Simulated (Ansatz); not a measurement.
# Cl₂FH₂NSn: small, medium and large basis sets

One table from this session's results is given with a row withheld; the runs are named, their logs left out.

Method: one geometry, several basis sets; program: Ansatz 0.2.0, Gaussian basis.

Levels to be run: PBE0-D4/def2-SVP; ωB97M-V/def2-SVP; PBE0-D4/def2-QZVPP; ωB97M-V/def2-QZVPP; the functionals' def2-TZVPP values are taken from earlier runs.

## The geometry

All runs share one geometry, relaxed beforehand with PBE0-D4 in a triple-zeta def2 set. Sn takes the def2 core potential; no spin-orbit term is included.

SMILES `[NH2][Sn]([F])([Cl])[Cl]`, 7 atoms, charge 0, spin multiplicity 1.

Atoms are counted from 1 here; the program's logs count them from 0.

Bond lengths: N1–Sn2 1.989 Å, N1–H6 1.013 Å, N1–H7 1.013 Å, Sn2–F3 1.897 Å, Sn2–Cl4 2.295 Å, Sn2–Cl5 2.295 Å. Angles: Sn2–N1–H6 112.4°, Sn2–N1–H7 112.4°, H6–N1–H7 108.7°, N1–Sn2–F3 109.3°, N1–Sn2–Cl4 112.4°, N1–Sn2–Cl5 112.6°, F3–Sn2–Cl4 104.9°, F3–Sn2–Cl5 104.8°, Cl4–Sn2–Cl5 112.2°.

Set-up of the first run:

File in.yaml:

```yaml
crystal:
  periodic: [false, false, false]
  atoms:
    - {symbol: N, position_ang: [-0.342702, 0.620896, 1.162296]}
    - {symbol: Sn, position_ang: [0.288305, -0.404703, -0.420699]}
    - {symbol: F, position_ang: [1.573711, -1.684235, 0.134362]}
    - {symbol: Cl, position_ang: [-1.387498, -1.636130, -1.390763]}
    - {symbol: Cl, position_ang: [1.392041, 0.910829, -1.943233]}
    - {symbol: H, position_ang: [-1.338324, 0.517757, 1.316624]}
    - {symbol: H, position_ang: [-0.124333, 1.607586, 1.095713]}
basis:
  gaussian: {orbitals: def2-SVP}
hamiltonian: {xc: pbe0, dispersion: d4}
output: {orbitals: {seedname: orbitals}}
```

Command:

```
ansatz run in.yaml --threads 4 --pin off --events-out ev --progress --plain --max-ram 10444MiB
```

Among the steps run: PBE0-D4 in def2-SVP; ωB97M-V in def2-SVP; PBE0-D4 in def2-QZVPP; ωB97M-V in def2-QZVPP.

One of the session's tables, all rows but one given; the rest of the session is left out.

It belongs to the step «Density functionals: the series». 

| functional | basis | HOMO (eV) | LUMO (eV) |
| --- | --- | --- | --- |
| PBE0-D4 | def2-SVP | -8.48 | -2.15 |
| PBE0-D4 | def2-TZVPP | -8.70 | -2.35 |
| PBE0-D4 | def2-QZVPP | -8.73 | -2.41 |
| ωB97M-V | def2-SVP | ? | ? |
| ωB97M-V | def2-TZVPP | -11.03 | -0.30 |
| ωB97M-V | def2-QZVPP | -11.07 | -0.43 |

Estimate the missing values for ωB97M-V, def2-SVP.

**Answer.** HOMO (eV): -10.78; LUMO (eV): 0.01. In the column «HOMO (eV)» it lies between ωB97M-V, def2-TZVPP (-11.03) and PBE0-D4, def2-QZVPP (-8.73).
